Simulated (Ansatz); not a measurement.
# MgBe (P1) in Ansatz: convergence with k mesh

Aim: find how far k mesh must go before the results for MgBe settle, at r2SCAN. This setting moves, with any that are tied to it; all else stays.

Everything below comes from runs of Ansatz 0.2.0. Logs are shortened: lines on timing, memory, paths and dates and some standing lists are left out, and cuts for length are marked.

**1. The cell of the first run**

The typed cell holds 2 atoms: a = 2.400 Å, b = 2.400 Å, c = 4.901 Å, α = 90.00°, β = 90.00°, γ = 120.00°.

The cell was built by a generator and needn't be a form met in nature.

The cell isn't the ideal one: atoms moved at random, drawn with an rms of 0.05 Å.

**2. With k mesh 4 × 4 × 2**

Input file input.yaml:

```yaml
crystal:
  lattice:
    - [2.39954864, 0.0, 0.0]
    - [-1.19977432, 2.07807008, 0.0]
    - [0.0, 0.0, 4.90091358]
  atoms:
    - { symbol: Mg, position: [-0.002684, 0.008147, 0.045092] }
    - { symbol: Be, position: [-0.009391, -0.013533, 0.592096] }
hamiltonian:
  xc: r2scan
  pseudopotentials: { kind: paw }
kpoints:
  mp_grid: { grid: [4, 4, 2] }
scf:
  occupations: { method: gaussian, width: 0.1 }
output:
  forces: true
  stress: true
  eigenvalues: true
```

Potentials or basis: Ansatz PAW.

Run with:

```console
ansatz run input.yaml --threads 2 --pin off --max-ram 5632MiB --backend cpu --events-out ev --progress --plain --runs-dir out
```

Run time: 1.2 s. Hardware: 2 threads of Arm Neoverse V2, shared host; peak memory 0.29 GiB.

What came out:

```yaml
Free_energy: -2017.1309 eV
Pressure: 33.3 GPa
Largest_force: 1.738 eV/Å
Band_gap_on_the_k_mesh: none (metal or under the smearing width)
```

**3. With k mesh 5 × 5 × 2**

input.yaml: that of step 2 with these lines changed.

```diff
@@ -12,3 +12,3 @@
 kpoints:
-  mp_grid: { grid: [4, 4, 2] }
+  mp_grid: { grid: [5, 5, 2] }
 scf:
```

Potentials or basis: Ansatz PAW.

Run with:

```console
ansatz run input.yaml --threads 2 --pin off --max-ram 5632MiB --backend cpu --events-out ev --progress --plain --runs-dir out
```

Run time: 1.4 s. Hardware: 2 threads of Arm Neoverse V2, shared host; peak memory 0.3 GiB.

Results:

```
Free energy            : -2016.7085 eV
Pressure               : 33.4 GPa
Largest force          : 1.457 eV/Å
Band gap on the k mesh : none (metal or under the smearing width)
```

**4. With k mesh 6 × 6 × 3**

input.yaml: that of step 3 with these lines changed.

```diff
@@ -12,3 +12,3 @@
 kpoints:
-  mp_grid: { grid: [5, 5, 2] }
+  mp_grid: { grid: [6, 6, 3] }
 scf:
```

Run with:

```console
ansatz run input.yaml --threads 2 --pin off --max-ram 5632MiB --backend cpu --events-out ev --progress --plain --runs-dir out
```

It took 2.2 s on 2 threads of Arm Neoverse V2, shared host; peak memory 0.31 GiB.

Results:

```yaml
Free_energy: -2016.8339 eV
Pressure: 33.2 GPa
Largest_force: 1.764 eV/Å
Band_gap_on_the_k_mesh: none (metal or under the smearing width)
```

**5. With k mesh 7 × 7 × 3**

input.yaml: that of step 4 with these lines changed.

```diff
@@ -12,3 +12,3 @@
 kpoints:
-  mp_grid: { grid: [6, 6, 3] }
+  mp_grid: { grid: [7, 7, 3] }
 scf:
```

Run with:

```console
ansatz run input.yaml --threads 2 --pin off --max-ram 5632MiB --backend cpu --events-out ev --progress --plain --runs-dir out
```

Run time: 2.4 s. Hardware: 2 threads of Arm Neoverse V2, shared host; peak memory 0.33 GiB.

What came out:

```
Free energy            : -2016.7347 eV
Pressure               : 33.0 GPa
Largest force          : 1.527 eV/Å
Band gap on the k mesh : none (metal or under the smearing width)
```

**6. With k mesh 9 × 9 × 4**

input.yaml: that of step 5 with these lines changed.

```diff
@@ -12,3 +12,3 @@
 kpoints:
-  mp_grid: { grid: [7, 7, 3] }
+  mp_grid: { grid: [9, 9, 4] }
 scf:
```

Potentials or basis: Ansatz PAW.

Run with:

```console
ansatz run input.yaml --threads 2 --pin off --max-ram 5632MiB --backend cpu --events-out ev --progress --plain --runs-dir out
```

Wall time 4.1 s (2 threads of Arm Neoverse V2, shared host); peak memory 0.38 GiB.

Results (log left out):

* Free energy: -2016.7981 eV
* Pressure: 33.1 GPa
* Largest force: 1.654 eV/Å
* Band gap on the k mesh: none (metal or under the smearing width)

**7. With k mesh 11 × 11 × 5**

input.yaml: that of step 6 with these lines changed.

```diff
@@ -12,3 +12,3 @@
 kpoints:
-  mp_grid: { grid: [9, 9, 4] }
+  mp_grid: { grid: [11, 11, 5] }
 scf:
```

Run with:

```console
ansatz run input.yaml --threads 2 --pin off --max-ram 5632MiB --backend cpu --events-out ev --progress --plain --runs-dir out
```

Run time: 6.8 s. Hardware: 2 threads of Arm Neoverse V2, shared host; peak memory 0.44 GiB.

Results (log left out):

* Free energy: -2016.8128 eV
* Pressure: 33.0 GPa
* Largest force: 1.780 eV/Å
* Band gap on the k mesh: none (metal or under the smearing width)

**8. With k mesh 14 × 14 × 6**

input.yaml: that of step 7 with these lines changed.

```diff
@@ -12,3 +12,3 @@
 kpoints:
-  mp_grid: { grid: [11, 11, 5] }
+  mp_grid: { grid: [14, 14, 6] }
 scf:
```

Run with:

```console
ansatz run input.yaml --threads 2 --pin off --max-ram 5632MiB --backend cpu --events-out ev --progress --plain --runs-dir out
```

It took 13 s on 2 threads of Arm Neoverse V2, shared host; peak memory 0.54 GiB.

Results (log left out):

- Free energy: -2016.7954 eV
- Pressure: 33.0 GPa
- Largest force: 1.737 eV/Å
- Band gap on the k mesh: none (metal or under the smearing width)

**9. With k mesh 17 × 17 × 8**

input.yaml: that of step 8 with these lines changed.

```diff
@@ -12,3 +12,3 @@
 kpoints:
-  mp_grid: { grid: [14, 14, 6] }
+  mp_grid: { grid: [17, 17, 8] }
 scf:
```

Potentials or basis: Ansatz PAW.

Run with:

```console
ansatz run input.yaml --threads 2 --pin off --max-ram 5632MiB --backend cpu --events-out ev --progress --plain --runs-dir out
```

Run time: 24 s. Hardware: 2 threads of Arm Neoverse V2, shared host; peak memory 0.76 GiB.

The run converged. Its results:

| Item | Value |
| --- | --- |
| Free energy | -2016.8015 eV |
| Pressure | 33.0 GPa |
| Largest force | 1.733 eV/Å |
| Band gap on the k mesh | none (metal or under the smearing width) |

**10. With k mesh 21 × 21 × 9**

input.yaml: that of step 9 with these lines changed.

```diff
@@ -12,3 +12,3 @@
 kpoints:
-  mp_grid: { grid: [17, 17, 8] }
+  mp_grid: { grid: [21, 21, 9] }
 scf:
```

Potentials or basis: Ansatz PAW.

Run with:

```console
ansatz run input.yaml --threads 2 --pin off --max-ram 5632MiB --backend cpu --events-out ev --progress --plain --runs-dir out
```

What it wrote:

```text
Warning: RAYON_NUM_THREADS=2 ignored (pool sized by the plan → 2); use --threads N
Engine: ansatz 0.2.0, aarch64-unknown-linux-gnu
Pseudopotentials: kind: paw
Pseudopotential: Mg, paw, valence charge 10, recommended cutoff 500 eV (meta_gga), Mg.paw.azcp
Pseudopotential: Be, paw, valence charge 2, recommended cutoff 500 eV (meta_gga), Be.paw.azcp
Functional definition: r2SCAN
  parameter k0 = 0.174
  parameter k1 = 0.065
  parameter a1 = 4.9479
  exchange = r2scan_x(k0 = k0, k1 = k1, a1 = a1)
  correlation = r2scan_c
Crystal: 2 atoms, lattice volume = 24.438 Å³
Basis set: ecut = 500 eV, 623 PW (Γ), exchange–correlation on 72×72×144 points (64 copies of the dense FFT grid, shifted against one another)
Bands: 10, of which v1, the nominal top of the filled ones, is band 6 counted from 1 (5 counted from 0)
Symmetry: 1 space group operations
Space group: P1 (ITA 1), of the structure as read, at distance tolerance 2.9e-5 Å
k-points: 1985 of 3969 (time reversal used)
Non-local potential: Mg, projectors of the file, l = 0: 3, l = 1: 2, l = 2: 1
Non-local potential: Be, projectors of the file, l = 0: 2, l = 1: 2, l = 2: 1
PAW form: soft (Blöchl's): semilocal exchange-correlation on the pseudo side does not see the compensation charge
PAW frozen core: Mg, regenerated for the run's functional (the file was generated under x = pbe(κ = 0.804, μ = 0.2195149727645171), c = pbe(β = 0.06672455060314922))
PAW frozen core: Be, regenerated for the run's functional (the file was generated under x = pbe(κ = 0.804, μ = 0.2195149727645171), c = pbe(β = 0.06672455060314922))
PAW one-centre angular grid: Mg, 302 points (default); XC on 224 Gauss nodes
PAW one-centre angular grid: Be, 302 points (default); XC on 255 of its mesh's 2635 points in the sphere
Initial density: superposition of atomic densities (neutral atoms: chi_scale 0, normalization atom), corrected by the library's trained network
Initial wavefunctions: pseudopotential atomic-orbital guess
Functional: x = r2scan, c = r2scan; τ floored in thin density (d = 2e-4 eV/Å³)
SCF iter   1: F=—  HF=-2016.785777 eV  |F-HF|=—  |Δ(HF+E_count)|=         —  Δρ=6.52e-3  dr2=5.45e-3  dr2_τ=1.80e-2  ethr=1.77e-3  ⟨swp⟩=5.4  Hψ=136272  notcnv=0
preconditioner: auto → none  [metal: Δε(μ)=0.010 eV  Ē_g=10.216 eV  σ=0.100 eV  W_gap=0.05  n_scr=2 (ndim 8)  ℏωp=15.0 eV  f_vac=0.000  D(μ)=0.89/eV (n_scr^D=4)  sad-step TF]
SCF iter   2: F=—  HF=-2016.797925 eV  |F-HF|=—  |Δ(HF+E_count)|=   1.21e-2  Δρ=3.57e-3  dr2=2.83e-3  dr2_τ=2.71e-5  ethr=4.54e-5  ⟨swp⟩=2.0  Hψ=55442  notcnv=0  defer=138
SCF iter   3: F=—  HF=-2016.798108 eV  |F-HF|=—  |Δ(HF+E_count)|=   1.83e-4  Δρ=9.48e-4  dr2=7.56e-4  dr2_τ=9.78e-6  ethr=2.36e-5  ⟨swp⟩=2.5  Hψ=29901  notcnv=0  defer=138
SCF iter   4: F=—  HF=-2016.798040 eV  |F-HF|=—  |Δ(HF+E_count)|=   6.81e-5  Δρ=6.21e-4  dr2=3.68e-4  dr2_τ=1.48e-6  ethr=6.30e-6  ⟨swp⟩=1.7  Hψ=21733  notcnv=0  defer=138
SCF iter   5: F=—  HF=-2016.797962 eV  |F-HF|=—  |Δ(HF+E_count)|=   7.85e-5  Δρ=1.76e-4  dr2=2.33e-5  dr2_τ=1.01e-7  ethr=3.07e-6  ⟨swp⟩=1.2  Hψ=20239  notcnv=0  defer=138
SCF iter   6: F=—  HF=-2016.797957 eV  |F-HF|=—  |Δ(HF+E_count)|=   4.68e-6  Δρ=4.28e-5  dr2=1.46e-6  dr2_τ=6.68e-9  ethr=1.94e-7  ⟨swp⟩=1.3  Hψ=20490  notcnv=0  defer=138
SCF iter   7: F=-2016.797957 eV  HF=-2016.797957 eV  |F-HF|=2.58e-9  |Δ(HF+E_count)|=   2.86e-7  Δρ=4.25e-6  dr2=3.79e-9  dr2_τ=5.00e-10  ethr=8.33e-10  ⟨swp⟩=4.3  Hψ=85557  notcnv=0
SCF 1 converged in 7 iterations: F = -2016.797957 eV  dr2 = 3.79e-9
SCF converged after 7 iterations
Free energy (F): -2016.797957 eV
Harris-Foulkes:  -2016.797957 eV  (|F-HF|=2.58e-9)
Internal energy: -2016.793359 eV  (E = F + TS)
E sigma→0 (E₀):  -2016.795658 eV
Entropy (-TS):   -0.004598 eV (-2.299 meV/atom)
Fermi energy:    8.739058 eV
--- Per-component energies (eV) ---
  E_band       = -334.773664
  E_kinetic    = 96.819642
  E_local      = -1818.084989  (includes V_loc(G=0)·N_el)
  E_nonlocal   = 101.174475
  E_hartree    = 692.130924
  E_xc         = -46.592551
  E_vxc        = -62.656173  (∫ρ·V_xc dr)
  E_paw        = -354.890418  (= ΣΔE_a)
  E_vpaw       = -39.863220  (= ΣTr[D̂ρ^β])
  E_aug_tail   = -0.000002  (compensation charges beyond the density's cutoff)
  E_vtau       = 3.576109  (kinetic-family band-sum trace: ∫τ·v_τ [+ j·A + Jᵃ·Aᵃ] dr)
  E_ewald      = -687.312204
  E_core_change = -0.038235  (= ΣΔE_core)
  E_smearing   = -0.004598  (= −TS)
  E_closure    = -0.000000  (closes the sum)
  Σ components = -2016.797957   (vs F -2016.797957, Δ=0.00e0)
--- Forces (eV/Å), atoms counted from 1 ---
  atom   1  Mg    -0.02411803     0.10949869     1.75521997
  atom   2  Be     0.02411717    -0.10950916    -1.75520528
  max |Σ_I F_I| component: 1.47e-5 eV/Å
--- Stress (GPa, compression-positive) ---
       38.453721      -0.021530      -0.211812
       -0.021530      38.548366       0.961298
       -0.211813       0.961299      22.125524
  P = ⅓ Tr σ = 33.0425 GPa (330.425 kbar)
--- Band table (eV; the first three rows and the last of 1985) ---
  k-point 0: bands = ["-70.3119", "-35.3619", "-35.1949", "-35.1947", "-1.6396", "3.9047", "5.0941", "20.1666", "22.6900", "25.3192"]
  k-point 1: bands = ["-70.3119", "-35.3619", "-35.1949", "-35.1947", "-1.5695", "3.1583", "5.9668", "18.8471", "24.1061", "25.3157"]
  k-point 2: bands = ["-70.3119", "-35.3619", "-35.1949", "-35.1947", "-1.3631", "2.1534", "7.3468", "16.8603", "25.3050", "25.3068"]
  k-point 1984: bands = ["-70.2310", "-35.6412", "-35.2997", "-35.2871", "4.7103", "8.6881", "9.7117", "11.4379", "14.1728", "15.7892"]
```

Wall time 40 s (2 threads of Arm Neoverse V2, shared host); peak memory 1.1 GiB.

Results:

| Property | Result |
| --- | --- |
| Free energy | -2016.7980 eV |
| Pressure | 33.0 GPa |
| Largest force | 1.759 eV/Å |
| Band gap on the k mesh | none (metal or under the smearing width) |

**11. Summary**

| k mesh | energy less the tightest run, at zero smearing (meV/atom) | pressure (GPa) | largest force (eV/Å) | SCF cycles | CPU time (s) | peak memory (GiB) |
| --- | --- | --- | --- | --- | --- | --- |
| 4 × 4 × 2 | -166.41 | 33.26 | 1.738 | 6 | 2.2 | 0.29 |
| 5 × 5 × 2 | 44.71 | 33.44 | 1.457 | 7 | 2.8 | 0.3 |
| 6 × 6 × 3 | -17.31 | 33.22 | 1.764 | 7 | 4.2 | 0.31 |
| 7 × 7 × 3 | 32.12 | 32.97 | 1.527 | 7 | 4.7 | 0.33 |
| 9 × 9 × 4 | -0.23 | 33.13 | 1.654 | 7 | 8.1 | 0.38 |
| 11 × 11 × 5 | -7.71 | 32.97 | 1.780 | 7 | 13 | 0.44 |
| 14 × 14 × 6 | 1.20 | 33.05 | 1.737 | 7 | 25 | 0.54 |
| 17 × 17 × 8 | -1.98 | 32.98 | 1.733 | 7 | 48 | 0.76 |
| 21 × 21 × 9 | 0.00 | 33.04 | 1.759 | 7 | 80 | 1.1 |

Against the tightest run, the pressure stays within 0.1 GPa from 7 × 7 × 3 on. Not settled before the last step: the energy (to 1 meV/atom), the largest force (to 0.005 eV/Å). Meshes of other sizes hit other points, so gaps and Fermi surfaces needn't settle smoothly. The tightest run that finished is the yardstick and may itself not be fully converged.

Caveats: the PAW data sets come from PBE, with cores solved anew for the run's functional, which leaves a small shift of forces and pressure.
